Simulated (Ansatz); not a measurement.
# Sb, space group Im-3m: a surface slab

Program: Ansatz's Python interface.

`sb.cif`
```cif
data_Sb
_cell_length_a 2.987788
_cell_length_b 2.987788
_cell_length_c 2.987788
_cell_angle_alpha 109.47122
_cell_angle_beta 109.47122
_cell_angle_gamma 109.47122
_symmetry_space_group_name_H-M 'P 1'
_symmetry_Int_Tables_number 1
loop_
_symmetry_equiv_pos_as_xyz
'x, y, z'
loop_
_atom_site_label
_atom_site_type_symbol
_atom_site_fract_x
_atom_site_fract_y
_atom_site_fract_z
Sb1 Sb    0.000000    0.000000    0.000000
```

The cells in order, each with its output:

**Cell 1**
```python
import ansatz as az
from ase.build import surface
from ase.io import read
import numpy as np

atoms = read('sb.cif')
# Miller indices count the vectors of the cell as typed
slab = surface(atoms, (0, 0, 1), 3, vacuum=8.0)
slab.pbc = True
```

**Cell 2**
```python
print(slab.get_chemical_formula(), 'area {:.3f} A^2, cell height {:.2f} A'.format(np.linalg.norm(np.cross(slab.cell[0], slab.cell[1])), slab.cell[2, 2]))
```
Output:
```text
Sb3 area 8.416 A^2, cell height 20.88 A
```

**Cell 3**
```python
def settings(structure):
    return (
        az.Crystal.from_ase(structure).calculation()
        .functional(az.Functional.R2SCAN)
        .occupations('Fermi-Dirac', width=0.1)
    )
```

**Cell 4**
```python
calc = (
    settings(slab)
    .kpoints(6, 6, 1)
    .electric_field(axis=3, dipole_correction=True)
    .potential()
    .forces()
)
out = calc.run()
rep = out.report
```
Output:
```text
DeckWarning: basis.ecutwfc = 500 eV, auto-derived from the records' recommended cutoffs: set by Sb (their level for a meta-GGA)
RunWarning: The output density's exchange-correlation potential varies sharply where the density is thin. Do not read a vacuum level from v_tot or v_xc, or from such a field of the output density. On a cell that repeats whose density bears no net charge and [...]
```

**Cell 5**
```python
rep['converged'], rep['free_energy_ev']
```
Output:
```text
(True, -19494.95389954526)
```

**Cell 6**
```python
rep['kweights']
```
Output:
```text
[0.027777777777777776, 0.1111111111111111, 0.1111111111111111, 0.05555555555555555,
 0.05555555555555555, 0.1111111111111111, 0.1111111111111111, 0.1111111111111111,
 0.05555555555555555, 0.05555555555555555, 0.1111111111111111, 0.05555555555555555,
 0.027777777777777776]
```

**Cell 7**
```python
print(f'slab free energy {rep["free_energy_ev"]:.4f} eV, Fermi level {rep["fermi_energy_ev"]:.3f} eV')
face = rep['work_function']
print('work function (eV), upper and lower face:', *(round(face[k], 3) for k in ('phi_plus_ev', 'phi_minus_ev') if face.get(k) is not None))
print(f'dipole {face["dipole_moment_e_ang"]:+.4f} e A')
```
Output:
```text
slab free energy -19494.9539 eV, Fermi level 2.943 eV
work function (eV), upper and lower face: 4.316 4.316
dipole -0.0000 e A
```

**Cell 8**
```python
print('z (A) and force along z (eV/A)')
for site, force in sorted(zip(out.lattice.sites, rep['forces_ev_ang']), key=lambda pair: pair[0].position_ang[2]):
    print(f'{site.symbol:3s} {site.position_ang[2]:8.3f} {force[2]:9.4f}')
```
Output:
```text
z (A) and force along z (eV/A)
Sb     8.000   -1.2863
Sb    10.440    0.0000
Sb    12.879    1.2863
```

Absolute energies stand on the zero of these potentials, so only differences at equal settings mean something. A total without «per atom» is that of the cell as typed. The mesh is modest for a metal, so energies can be off by several to tens of meV an atom and pressures by half a GPa or more; differences at equal mesh fare better. Only differences from the Fermi energy are physical; the zero of the scale is a convention. This isn't the structure that Sb takes at ambient conditions. Warnings are shown shortened and without file and line. The slab is thin and cut from the structure as given; a cut can leave two unlike or polar faces, and the surface energy is then their mean. Miller indices refer to the vectors of the cell as typed, and the lattice isn't relaxed for this functional, so relaxation and surface energy can hold strain. Wall time of the script: 16 s on 1 thread of Arm Neoverse V2, with other jobs on the host, peak memory 0.83 GiB.

(Lines on the test bed's own set-up are left out of the output.)
